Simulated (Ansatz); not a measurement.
# CdS (F-43m): how far a G0W0 gap depends on its settings

Aim: test how the G0W0 gap of CdS, database structure moves with the number of bands, the screening cutoff and the other choices.

Code: Ansatz 0.2.0. G0W0, plane waves. Calculated at 0 K for a non-magnetic cell.

## (1) The structure to begin with

The cell was relaxed beforehand with r2SCAN.

The symmetry is F-43m (No. 216, cubic); a = 5.878 Å in the conventional setting, 25.39 Å³ an atom. Around Cd lie 4 S at 2.55 Å; around S lie 4 Cd at 2.55 Å.

Coordinates:

```cif
data_structure
_symmetry_space_group_name_H-M 'F-43m'
_symmetry_Int_Tables_number 216
_cell_length_a 5.8784
_cell_length_b 5.8784
_cell_length_c 5.8784
_cell_angle_alpha 90.000
_cell_angle_beta 90.000
_cell_angle_gamma 90.000
_cell_volume 203.13
loop_
_atom_site_label
_atom_site_type_symbol
_atom_site_symmetry_multiplicity
_atom_site_Wyckoff_symbol
_atom_site_fract_x
_atom_site_fract_y
_atom_site_fract_z
_atom_site_occupancy
Cd1 Cd 4 a 0.00000 0.00000 0.00000 1
S1 S 4 d 0.25000 0.25000 0.75000 1
```

## (2) 151 empty bands, 120 eV

input.yaml

```yaml
crystal:
  lattice:
    - [0.0, 2.9392087882, 2.9392087882]
    - [2.9392087882, 0.0, 2.9392087882]
    - [2.9392087882, 2.9392087882, 0.0]
  atoms:
    - { symbol: Cd, position: [0.0, 0.0, 0.0] }
    - { symbol: S, position: [0.25, 0.25, 0.25] }
kpoints:
  mp_grid: { grid: [6, 6, 6] }
hamiltonian:
  xc: pbe
scf:
  occupations: { method: fixed }
gw:
  n_empty_bands: 151
  ecut_chi: 120
  qp_bands: [v2, c2]
  qp_kpoints: band_edges
  screening: { model: contour_deformation }
```

## (3) 376 empty bands, 220 eV

input.yaml: that of step 2 with these lines changed.

```diff
@@ -15,4 +15,4 @@
 gw:
-  n_empty_bands: 151
-  ecut_chi: 120
+  n_empty_bands: 376
+  ecut_chi: 220
   qp_bands: [v2, c2]
```

## (4) 691 empty bands, 300 eV

input.yaml: that of step 3 with these lines changed.

```diff
@@ -15,4 +15,4 @@
 gw:
-  n_empty_bands: 376
-  ecut_chi: 220
+  n_empty_bands: 691
+  ecut_chi: 300
   qp_bands: [v2, c2]
```

## (5) Starting from HSE06

input.yaml: that of step 4 with these lines changed.

```diff
@@ -11,3 +11,3 @@
 hamiltonian:
-  xc: pbe
+  xc: hse06
 scf:
@@ -15,4 +15,4 @@
 gw:
-  n_empty_bands: 691
-  ecut_chi: 300
+  n_empty_bands: 376
+  ecut_chi: 220
   qp_bands: [v2, c2]
```

## (6) Starting from r2SCAN

input.yaml: that of step 5 with these lines changed.

```diff
@@ -11,3 +11,3 @@
 hamiltonian:
-  xc: hse06
+  xc: r2scan
 scf:
```

## (7) Starting from PBE0

input.yaml: that of step 6 with these lines changed.

```diff
@@ -11,3 +11,3 @@
 hamiltonian:
-  xc: r2scan
+  xc: pbe0
 scf:
```

## (8) A plasmon pole in place of the full frequency dependence

input.yaml: that of step 7 with these lines changed.

```diff
@@ -11,3 +11,3 @@
 hamiltonian:
-  xc: pbe0
+  xc: pbe
 scf:
@@ -19,2 +19,2 @@
   qp_kpoints: band_edges
-  screening: { model: contour_deformation }
+  screening: { model: godby_needs }
```

## (9) A finer mesh, 8×8×8

input.yaml: that of step 8 with these lines changed.

```diff
@@ -9,3 +9,3 @@
 kpoints:
-  mp_grid: { grid: [6, 6, 6] }
+  mp_grid: { grid: [8, 8, 8] }
 hamiltonian:
@@ -15,6 +15,6 @@
 gw:
-  n_empty_bands: 376
-  ecut_chi: 220
+  n_empty_bands: 82
+  ecut_chi: 80
   qp_bands: [v2, c2]
   qp_kpoints: band_edges
-  screening: { model: godby_needs }
+  screening: { model: contour_deformation }
```

## (10) Norm-conserving pseudopotentials

input.yaml: that of step 9 with these lines changed.

```diff
@@ -9,5 +9,6 @@
 kpoints:
-  mp_grid: { grid: [8, 8, 8] }
+  mp_grid: { grid: [6, 6, 6] }
 hamiltonian:
   xc: pbe
+  pseudopotentials: { kind: nc }
 scf:
@@ -15,4 +16,4 @@
 gw:
-  n_empty_bands: 82
-  ecut_chi: 80
+  n_empty_bands: 376
+  ecut_chi: 220
   qp_bands: [v2, c2]
```

What does the calculation give? Wanted: for each run, start; potentials; frequencies; empty bands; cutoff; Kohn-Sham gap; G0W0 gap.

**Answer**, as computed:

```
 start  potentials  frequencies  empty bands  cutoff (eV)   mesh  Kohn-Sham gap (eV)  G0W0 gap (eV)
   PBE         PAW         full          151          120  6×6×6                1.09           1.84
   PBE         PAW         full          376          220  6×6×6                1.09           1.88
 HSE06         PAW         full          376          220  6×6×6                2.11           2.49
r2SCAN         PAW         full          376          220  6×6×6                1.54           2.20
  PBE0         PAW         full          376          220  6×6×6                2.75           2.69
   PBE         PAW         pole          376          220  6×6×6                1.09           1.94
   PBE         PAW         full           82           80  8×8×8                1.10           1.82
```

Gaps are those on each run's own mesh. Runs that failed or were set aside have no row.

With bands and cutoff raised together, from 151 bands at 120 eV to 376 at 220 eV, the gap moves by +0.04 eV; the steps shown don't fix a limit. The starting point matters: against PBE, HSE06 gives +0.61 eV, r2SCAN gives +0.32 eV, PBE0 gives +0.81 eV. The plasmon pole changes the gap by +0.057 eV.
